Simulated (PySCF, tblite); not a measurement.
# C₇H₁₂SSi: geometry, infrared bands and NMR shifts

Wanted: the infrared bands and NMR shifts of C₇H₁₂SSi (`CC(=S)[C@@H]1CC=C[SiH2]C1`), by calculation.

Programs: tblite 0.8.0 and PySCF 2.14.0, with density-fitted response routines of our own. Each step states its level of theory. These are calculated values for one molecule in the gas phase, unless marked as measured. Atoms count from 0, in the outputs and in this text.

## 1. The molecule as given

21 atoms, charge 0, multiplicity 1; geometry from: force field or distance geometry start.

Bonds of the start (Å): C0–C1 1.52, C1–S2 1.68, C1–C3 1.53, C3–C4 1.54, C4–C5 1.52, C5–C6 1.34, C6–Si7 1.85, Si7–C8 1.89, C8–C3 1.56, C0–H9 1.10, C0–H10 1.08, C0–H11 1.09, C3–H12 1.09, C4–H13 1.09, C4–H14 1.11, C5–H15 1.09, C6–H16 1.08, Si7–H17 1.48, Si7–H18 1.49, C8–H19 1.10, C8–H20 1.08.

## 2. Relaxing the molecule with GFN2-xTB

What the job is given:

```
{"job": {"kind": "relax", "xc": "GFN2-xTB", "basis": "xTB"}, "charge": 0, "multiplicity": 1}
C      2.727800     0.150300     0.409300
C      1.846100    -0.467900    -0.667800
S      2.575700    -1.312500    -1.928600
C      0.329400    -0.299100    -0.604700
C     -0.052500     1.191000    -0.511900
C     -1.532800     1.497600    -0.394400
C     -2.480200     0.657800     0.035700
Si    -2.132700    -1.066000     0.605100
C     -0.243500    -1.145600     0.568200
H      2.230200     0.079400     1.390900
H      3.691900    -0.338900     0.478500
H      2.870900     1.207100     0.175500
H     -0.100000    -0.694100    -1.524200
H      0.463600     1.680200     0.316800
H      0.314700     1.693900    -1.426400
H     -1.826200     2.510100    -0.660600
H     -3.517300     0.967300     0.101300
H     -2.657400    -1.314100     1.970100
H     -2.713600    -2.034400    -0.359300
H      0.127700    -0.764500     1.533200
H      0.069600    -2.180700     0.492500
```

On the command line:

```bash
$ OMP_NUM_THREADS=1 python probes_run.py task.json out
```

One launch serves the whole session: the jobs run in the order shown.

**Question.** This job is followed by: GFN2-xTB harmonic vibrations, gas phase; GIAO PBE0/pcSseg-1 NMR shielding, non-relativistic, gas phase. Predict these results of the whole session: strongest single infrared mode (GFN2-xTB); zero-point energy (GFN2-xTB); ¹³C shifts against TMS (PBE0/pcSseg-1); ¹H shifts against TMS (PBE0/pcSseg-1, means over atoms taken as alike); ³³S shifts against CS2 (PBE0/pcSseg-1); ²⁹Si shifts against TMS (PBE0/pcSseg-1); surface potential, 1st and 99th percentile.

The runs gave:

```
                                                              quantity                                                           value
                             strongest single infrared mode (GFN2-xTB)                                           2225 cm⁻¹, 433 km/mol
                                          zero-point energy (GFN2-xTB)                                                  103.8 kcal/mol
                                ¹³C shifts against TMS (PBE0/pcSseg-1)                 285.1, 158.7, 127.0, 61.6, 37.4, 36.4, 19.1 ppm
¹H shifts against TMS (PBE0/pcSseg-1, means over atoms taken as alike)  7.34, 6.07, 4.54, 4.41, 3.42, 2.96, 2.36, 2.36, 1.13, 1.05 ppm
                                ³³S shifts against CS2 (PBE0/pcSseg-1)                                                         974 ppm
                               ²⁹Si shifts against TMS (PBE0/pcSseg-1)                                                       -58.3 ppm
                                 surface potential, 1st and 99th percentile                                              -1.16 V and 1.07 V
```

Over 80 steps the energy fell by 0.210 eV; of the close pairs, C1–S2 changed most, 1.684 to 1.627 Å. No mode is imaginary among the 57: a minimum at this level. The strongest single mode, at 2225 cm⁻¹, moves mainly H17. Unscaled tight-binding wavenumbers are off by several per cent, some by more. Its intensities can rank the bands wrongly. The most deshielded carbon is C1 (thiocarbonyl carbon), at 285.1 ppm: low-lying n→π* states of the double bond to the heteroatom give a large paramagnetic term (-358 ppm). At PBE0/pcSseg-1: The widest tensor belongs to S2: span 2082 ppm, with a paramagnetic part of -1528 ppm. At PBE0/pcSseg-1, counted by nearest atom on the grid, the HOMO lies on S2 81 %, the LUMO on C1 42 %; S2 38 %.
